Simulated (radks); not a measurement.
**Ionisation of Tc⁺: one atom, several choices of relativity**

How much does the choice of relativity matter for taking an electron from Tc⁺? Both Tc⁺ ([Kr] 4d5 5s1) and Tc²⁺ ([Kr] 4d5) are run for each choice.

Method: Kohn-Sham, PBE, spin-unpolarised, spherical densities. Code: radks (a radial shooting solver on a logarithmic mesh, Libxc functionals) version 1.

**1. What is computed**

- element: technetium (Z = 43)
- charge: +1
- electrons: 42
- configuration: [Kr] 4d5 5s1
- ion: Tc²⁺, [Kr] 4d5
- choices: non-relativistic; scalar-relativistic; Dirac, 2j+1 shares; Dirac, low j first; scalar-relativistic, finite nucleus; Dirac, 2j+1 shares, finite nucleus; Dirac, c × 1.25; Dirac, c × 100; Dirac, c × 5

**2. non-relativistic: Tc⁺**

The run's settings:

```text
Z 43
configuration [Kr] 4d5 5s1 5p0 6s0
relativity non-relativistic
functional pbe,pbe
spin unpolarised
nucleus point
```

**3. non-relativistic: Tc²⁺**

The run's settings:

```text
Z 43
configuration [Kr] 4d5
relativity non-relativistic
functional pbe,pbe
spin unpolarised
nucleus point
```

**4. scalar-relativistic: Tc⁺**

The run's settings:

```text
Z 43
configuration [Kr] 4d5 5s1 5p0 6s0
relativity scalar-relativistic
functional pbe,pbe
spin unpolarised
nucleus point
c 137.035999084
```

**5. scalar-relativistic: Tc²⁺**

The run's settings:

```text
Z 43
configuration [Kr] 4d5
relativity scalar-relativistic
functional pbe,pbe
spin unpolarised
nucleus point
c 137.035999084
```

**6. Dirac, 2j+1 shares: Tc⁺**

The run's settings:

```text
Z 43
configuration [Kr] 4d5 5s1 5p0 6s0
relativity Dirac
functional pbe,pbe
spin unpolarised
j_filling average
nucleus point
c 137.035999084
```

**7. Dirac, 2j+1 shares: Tc²⁺**

Changes since step 6:

```diff
@@ -1,3 +1,3 @@
 Z 43
-configuration [Kr] 4d5 5s1 5p0 6s0
+configuration [Kr] 4d5
 relativity Dirac
```

**8. Dirac, low j first: Tc⁺**

The run's settings:

```text
Z 43
configuration [Kr] 4d5 5s1 5p0 6s0
relativity Dirac
functional pbe,pbe
spin unpolarised
j_filling energy
nucleus point
c 137.035999084
```

**9. Dirac, low j first: Tc²⁺**

Changes since step 8:

```diff
@@ -1,3 +1,3 @@
 Z 43
-configuration [Kr] 4d5 5s1 5p0 6s0
+configuration [Kr] 4d5
 relativity Dirac
```

**10. scalar-relativistic, finite nucleus: Tc⁺**

The run's settings:

```text
Z 43
configuration [Kr] 4d5 5s1 5p0 6s0
relativity scalar-relativistic
functional pbe,pbe
spin unpolarised
nucleus finite rms 4.4112 fm
c 137.035999084
```

**11. scalar-relativistic, finite nucleus: Tc²⁺**

The run's settings:

```text
Z 43
configuration [Kr] 4d5
relativity scalar-relativistic
functional pbe,pbe
spin unpolarised
nucleus finite rms 4.4112 fm
c 137.035999084
```

**12. Dirac, 2j+1 shares, finite nucleus: Tc⁺**

The run's settings:

```text
Z 43
configuration [Kr] 4d5 5s1 5p0 6s0
relativity Dirac
functional pbe,pbe
spin unpolarised
j_filling average
nucleus finite rms 4.4112 fm
c 137.035999084
```

**13. Dirac, 2j+1 shares, finite nucleus: Tc²⁺**

Changes since step 12:

```diff
@@ -1,3 +1,3 @@
 Z 43
-configuration [Kr] 4d5 5s1 5p0 6s0
+configuration [Kr] 4d5
 relativity Dirac
```

**14. Dirac, c × 1.25: Tc⁺**

The run's settings:

```text
Z 43
configuration [Kr] 4d5 5s1 5p0 6s0
relativity Dirac
functional pbe,pbe
spin unpolarised
j_filling average
nucleus point
c 171.295
```

**15. Dirac, c × 1.25: Tc²⁺**

The run's settings:

```text
Z 43
configuration [Kr] 4d5
relativity Dirac
functional pbe,pbe
spin unpolarised
j_filling average
nucleus point
c 171.295
```

**16. Dirac, c × 100: Tc⁺**

The run's settings:

```text
Z 43
configuration [Kr] 4d5 5s1 5p0 6s0
relativity Dirac
functional pbe,pbe
spin unpolarised
j_filling average
nucleus point
c 13703.59991
```

**17. Dirac, c × 100: Tc²⁺**

Changes since step 16:

```diff
@@ -1,3 +1,3 @@
 Z 43
-configuration [Kr] 4d5 5s1 5p0 6s0
+configuration [Kr] 4d5
 relativity Dirac
```

**18. Dirac, c × 5: Tc⁺**

The run's settings:

```text
Z 43
configuration [Kr] 4d5 5s1 5p0 6s0
relativity Dirac
functional pbe,pbe
spin unpolarised
j_filling average
nucleus point
c 685.18
```

**19. Dirac, c × 5: Tc²⁺**

The run's settings:

```text
Z 43
configuration [Kr] 4d5
relativity Dirac
functional pbe,pbe
spin unpolarised
j_filling average
nucleus point
c 685.18
```

**Question.** What will these runs give? Wanted: for each run, relativity; E(Tc⁺); Δ-SCF; −ε(HOMO); <r> HOMO; error.

The runs gave:

| relativity | E(Tc⁺) (hartree) | Δ-SCF (eV) | −ε(HOMO) (eV) | <r> HOMO (bohr) | error (eV) |
| --- | --- | --- | --- | --- | --- |
| non-relativistic | -4205.96838 | 14.325 | 10.957 | 3.124 | -0.93 |
| scalar-relativistic | -4285.29265 | 14.852 | 11.394 | 3.036 | -0.41 |
| Dirac, 2j+1 shares | -4285.97124 | 14.852 | 11.393 | 3.036 | -0.41 |
| Dirac, low j first | -4285.99291 | 14.827 | 11.370 | 3.039 | -0.43 |
| scalar-relativistic, finite nucleus | -4285.22811 | 14.851 | 11.394 | 3.036 | -0.41 |
| Dirac, 2j+1 shares, finite nucleus | -4285.90657 | 14.851 | 11.392 | 3.036 | -0.41 |
| Dirac, c × 1.25 | -4256.25875 | 14.653 | 11.228 | 3.068 | -0.61 |
| Dirac, c × 100 | -4205.97600 | 14.325 | 10.957 | 3.124 | -0.93 |
| Dirac, c × 5 | -4209.02224 | 14.345 | 10.973 | 3.120 | -0.92 |

The NIST Atomic Spectra Database lists 15.260 eV (semi-empirical). Nearest is Dirac, 2j+1 shares (-0.41 eV off), farthest non-relativistic (-0.93 eV). Runs with a scaled speed of light are not ranked. The ionisation energies span 0.53 eV, the total energies of Tc⁺ 2178 eV (scaled speeds of light included): most of the change in the total cancels in the difference. From the non-relativistic level to Dirac, 2j+1 shares, finite nucleus the 1s level goes from -20327 to -20865 eV and the ionisation energy moves by +0.53 eV. Levels marked c × scale the speed of light and are no model of nature. Spin polarisation and multiplet splitting of open shells are left out at every level.
